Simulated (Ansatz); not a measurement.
# CH₈BGaSi: small, medium and large basis sets

An exercise on one series of results from a longer session: the logs are not shown, and one member is left open.

Computed with Ansatz 0.2.0, Gaussian basis. Level: one geometry, several basis sets.

Plan: PBE0-D4/def2-SVP; ωB97M-V/def2-SVP; PBE0-D4/def2-QZVPP; ωB97M-V/def2-QZVPP; the functionals' def2-TZVPP values are taken from earlier runs.

### Structure used throughout

All runs share one geometry, relaxed beforehand with PBE0-D4 in a triple-zeta def2 set.

12 atoms, charge 0, spin multiplicity 1.

Atoms are counted from 1 here; the program's logs count them from 0.

Bond lengths: B1–Ga2 2.059 Å, B1–H5 1.199 Å, B1–H6 1.199 Å, Ga2–Si3 2.424 Å, Ga2–H7 1.581 Å, Si3–C4 1.881 Å, Si3–H8 1.493 Å, Si3–H9 1.496 Å, C4–H10 1.092 Å, C4–H11 1.092 Å, C4–H12 1.092 Å. Angles: Ga2–B1–H5 122.2°, Ga2–B1–H6 121.9°, H5–B1–H6 115.8°, B1–Ga2–Si3 123.0°, B1–Ga2–H7 121.1°, Si3–Ga2–H7 115.9°, Ga2–Si3–C4 114.2°, Ga2–Si3–H8 110.6°, Ga2–Si3–H9 107.0°, C4–Si3–H8 109.5°, C4–Si3–H9 109.3°, H8–Si3–H9 105.9°, Si3–C4–H10 110.9°, Si3–C4–H11 110.6°, Si3–C4–H12 110.8°, H10–C4–H11 108.4°, H10–C4–H12 108.2°, H11–C4–H12 107.8°.

Set-up of the first run:

The input, in.yaml:

```yaml
crystal:
  periodic: [false, false, false]
  atoms:
    - {symbol: B, position_ang: [-0.833904, 2.959587, 0.527461]}
    - {symbol: Ga, position_ang: [0.382938, 1.352087, 0.107117]}
    - {symbol: Si, position_ang: [-0.472409, -0.877797, -0.308235]}
    - {symbol: C, position_ang: [0.818486, -2.237795, -0.163211]}
    - {symbol: H, position_ang: [-1.314897, 3.639802, -0.334684]}
    - {symbol: H, position_ang: [-1.136506, 3.249316, 1.650945]}
    - {symbol: H, position_ang: [1.951981, 1.520019, 0.009873]}
    - {symbol: H, position_ang: [-1.617239, -1.179055, 0.602119]}
    - {symbol: H, position_ang: [-1.037725, -0.877537, -1.693170]}
    - {symbol: H, position_ang: [0.386980, -3.212578, -0.401846]}
    - {symbol: H, position_ang: [1.649756, -2.052776, -0.846849]}
    - {symbol: H, position_ang: [1.222540, -2.283273, 0.850489]}
basis:
  gaussian: {orbitals: def2-SVP}
hamiltonian: {xc: pbe0, dispersion: d4}
output: {orbitals: {seedname: orbitals}}
```

Among the steps run: PBE0-D4 in def2-SVP; ωB97M-V in def2-SVP; PBE0-D4 in def2-QZVPP; ωB97M-V in def2-QZVPP.

One table of the session follows, with a row left open; its other results are not shown here.

It belongs to the step «Functionals by basis». 

| functional | basis | HOMO (eV) | LUMO (eV) |
| --- | --- | --- | --- |
| PBE0-D4 | def2-SVP | -6.95 | -2.09 |
| PBE0-D4 | def2-TZVPP | -6.95 | -2.14 |
| PBE0-D4 | def2-QZVPP | -6.95 | -2.15 |
| ωB97M-V | def2-SVP | -8.91 | -0.09 |
| ωB97M-V | def2-TZVPP | ? | ? |
| ωB97M-V | def2-QZVPP | -8.94 | -0.31 |

**Question.** Estimate the row for ωB97M-V, def2-TZVPP.

As computed: HOMO (eV): -8.94; LUMO (eV): -0.25.
